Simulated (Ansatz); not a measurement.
This script drives Ansatz 0.2.0, Python API.

Script `fold_csba3.py`:
```python
# -*- coding: utf-8 -*-
'''A supercell of CsBa3 must give the energy of the small cell.'''

import warnings

import ansatz as az
import numpy as np
import pandas as pd


def main():
    warnings.simplefilter('ignore', az.DeckWarning)

    vectors = np.array([
        [0.0, 5.221284, 5.221284],
        [5.221284, 0.0, 5.221284],
        [5.221284, 5.221284, 0.0],
    ])
    structure = (
        az.Lattice.of(vectors)
        .atom('Cs', [0.0, 0.0, 0.0])
        .atom('Ba', [0.25, 0.25, 0.25])
        .atom('Ba', [0.75, 0.75, 0.75])
        .atom('Ba', [0.5, 0.5, 0.5])
    )

    # the mesh shrinks as the cell grows, so that all cells sample the same points
    mesh = (4, 4, 4)
    rows = []
    for repeats in [(1, 1, 1), (1, 1, 2)]:
        calculation = structure.supercell(*repeats).calculation()
        calculation = calculation.functional(az.Functional.PBESOL)
        calculation = calculation.basis(420).occupations(az.OccupationsMethod.COLD)
        calculation = calculation.kpoints(*(k // n for k, n in zip(mesh, repeats)))
        rep = calculation.run().report
        n = len(rep['lattice']['sites'])
        rows.append((repeats, n, rep['free_energy_ev'] / n, rep['fermi_energy_ev'], rep['n_kpoints'], rep['n_symmetry_ops']))
    print(pd.DataFrame(rows, columns=['repeats', 'atoms', 'F/atom eV', 'Fermi level eV', 'k-points', 'symmetry operations']).round(4).to_string(index=False))


if __name__ == '__main__':
    main()
```

It is started by `python fold_csba3.py`. How long does it take on 1 thread of Intel(R) Xeon(R) Platinum 8259CL CPU @ 2.50GHz (Skylake/Cascade Lake), with other jobs on the host, and how much memory does it need?

It took about 17 s, with a peak of 0.82 GiB, for 2 runs of the engine.

```console
$ python fold_csba3.py
  repeats  atoms  F/atom eV  Fermi level eV  k-points  symmetry operations
(1, 1, 1)      4 -5793.2313          4.7196         8                   48
(1, 1, 2)      8 -5793.2313          4.7196         8                   24
```

Total energies depend on the potentials; only differences at equal settings carry meaning. For a metal this k-point mesh is coarse: on a finer one energies can move by several to tens of meV an atom and pressures by half a GPa or more, differences at one mesh by less. The structure comes from a database of computed cells and needn't be a stable or known phase. The count of operations in a supercell holds its pure translations too, and an uneven repeat can lower the point group.

(A comment or docstring line of the script was reworded after the run, the code is as it ran; lines on the test bed's own set-up are left out of the output.)
